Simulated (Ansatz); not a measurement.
# CH₆BClFNSi: a ladder of functionals and wavefunction methods

An exercise on one series of results from a longer session: the logs are not shown, and one member is left open.

The runs use Ansatz 0.2.0, Gaussian basis; functionals in def2-TZVPP, the program's frozen cores in correlated methods.

Levels to be run: PBE-D4, r2SCAN-D4, PBE0-D4, B3LYP-D4, ωB97X-V, ωB97M-V, B2PLYP; CCSD(T)/def2-TZVPP; MP2/def2-QZVPP; extrapolation to the limit.

**The geometry**

All runs share one geometry, relaxed beforehand with PBE0-D4 in a triple-zeta def2 set.

SMILES `CNB(F)[SiH2]Cl`, 12 atoms, charge 0, spin multiplicity 1.

Atoms are counted from 1 here; the program's logs count them from 0.

Bond lengths: C1–N2 1.447 Å, C1–H7 1.089 Å, C1–H8 1.093 Å, C1–H9 1.093 Å, N2–B3 1.385 Å, N2–H10 1.009 Å, B3–F4 1.345 Å, B3–Si5 2.024 Å, Si5–Cl6 2.080 Å, Si5–H11 1.486 Å, Si5–H12 1.486 Å. Angles: N2–C1–H7 109.3°, N2–C1–H8 111.2°, N2–C1–H9 111.2°, H7–C1–H8 108.3°, H7–C1–H9 108.3°, H8–C1–H9 108.3°, C1–N2–B3 126.8°, C1–N2–H10 115.4°, B3–N2–H10 117.8°, N2–B3–F4 119.8°, N2–B3–Si5 120.3°, F4–B3–Si5 119.9°, B3–Si5–Cl6 107.4°, B3–Si5–H11 113.6°, B3–Si5–H12 113.6°, Cl6–Si5–H11 106.9°, Cl6–Si5–H12 106.9°, H11–Si5–H12 108.1°.

Set-up of the first run:

Contents of in.yaml:

```yaml
crystal:
  periodic: [false, false, false]
  atoms:
    - {symbol: C, position_ang: [-1.796078, 0.407678, -1.059903]}
    - {symbol: N, position_ang: [-0.598016, 0.407789, -0.249091]}
    - {symbol: B, position_ang: [0.274990, -0.650823, -0.059606]}
    - {symbol: F, position_ang: [0.039339, -1.828119, -0.665247]}
    - {symbol: Si, position_ang: [1.903803, -0.433919, 1.122696]}
    - {symbol: Cl, position_ang: [1.884287, 1.512881, 1.854450]}
    - {symbol: H, position_ang: [-1.923354, -0.573506, -1.514918]}
    - {symbol: H, position_ang: [-2.681785, 0.624730, -0.456669]}
    - {symbol: H, position_ang: [-1.733137, 1.151772, -1.858581]}
    - {symbol: H, position_ang: [-0.391870, 1.276753, 0.219407]}
    - {symbol: H, position_ang: [3.190009, -0.611361, 0.400635]}
    - {symbol: H, position_ang: [1.908612, -1.338975, 2.300827]}
basis:
  gaussian: {orbitals: def2-TZVPP}
hamiltonian: {xc: pbe, dispersion: d4}
output: {forces: true, orbitals: {seedname: orbitals}}
```

Command:

```sh
$ ansatz run in.yaml --threads 2 --pin off --events-out ev --progress --plain --max-ram 20480MiB --backend cuda --devices 0, --max-vram 18GiB
```

Steps of the session up to this table: PBE-D4 (GGA); r2SCAN-D4 (meta-GGA); PBE0-D4 (hybrid); B3LYP-D4 (hybrid); ωB97X-V (range-separated); ωB97M-V (range-separated); B2PLYP (double hybrid); CCSD(T) in def2-TZVPP; MP2 in def2-QZVPP.

One of the session's tables, all rows but one given; the rest of the session is left out.

```
            method  atomisation energy (eV)
            PBE-D4                   47.301
         r2SCAN-D4                   46.583
           PBE0-D4                   46.547
          B3LYP-D4                   46.480
           ωB97X-V                   46.667
           ωB97M-V                   46.651
            B2PLYP                        ?
     HF/def2-TZVPP                   34.509
    MP2/def2-TZVPP                   45.966
   CCSD/def2-TZVPP                   44.457
CCSD(T)/def2-TZVPP                   45.110
           MP2/CBS                   47.215
       CCSD(T)/CBS                   46.358
```

Estimate the missing values for B2PLYP.

**Answer.** atomisation energy (eV): 45.961. In the column «atomisation energy (eV)» it lies between CCSD(T)/def2-TZVPP (45.110) and MP2/def2-TZVPP (45.966).
